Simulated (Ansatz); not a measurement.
## AlSn under changes of volume

One of the cells (25.236 Å³/atom); the others are scaled copies at fixed shape and fractional positions:

```
Sn Al
1.0
     4.19811    0.00000    0.00000
    -2.09905    3.63567    0.00000
     0.00000    0.00000    3.30685
Sn Al
1 1
Direct
  0.33333 0.66667 0.50000
  0.00000 0.00000 0.00000
```

The cell comes from a database or a generator and needn't be the stable form of this composition.

```yaml
Program: Ansatz 0.2.0
Functional: PBEsol
Potentials_or_basis: all-electron LAPW, scalar-relativistic
Cutoff: 191 eV (chosen from the basis error)
Basis_error_allowed: 0.0005 eV/atom
k_mesh: 7 × 7 × 8
Occupations: fermi-dirac, width 0.05 eV
Spin: no spin polarisation
```

| volume (Å³/atom) | energy over the lowest point (meV/atom) | pressure (GPa) |
| --- | --- | --- |
| 23.722 | 3.29 | 1.6 |
| 24.227 | 0.00 | 0.4 |
| 24.731 | ? | ? |
| 25.236 | 4.54 | -1.8 |
| 25.741 | 11.60 | -2.7 |
| 26.245 | 21.35 | -3.5 |
| 26.750 | 33.41 | -4.2 |

Problem. What does the run at 24.731 Å³/atom give?

Solution. Energy over the lowest point 0.55 meV/atom; pressure -0.8 GPa.

Worked out: A Birch-Murnaghan fit of order 3 (a polynomial in V^(-2/3)) to the other rows has its minimum at 24.40 Å³/atom with B0 = V·E''(V) = 57 GPa and B' = 5.0 at fixed shape and positions, which overstates the stiffness. It gives 0.55 meV/atom at 24.731 Å³/atom, against the run's 0.55, and -dE/dV = -0.7 GPa, against -0.8.

Energies are extrapolated to zero smearing.
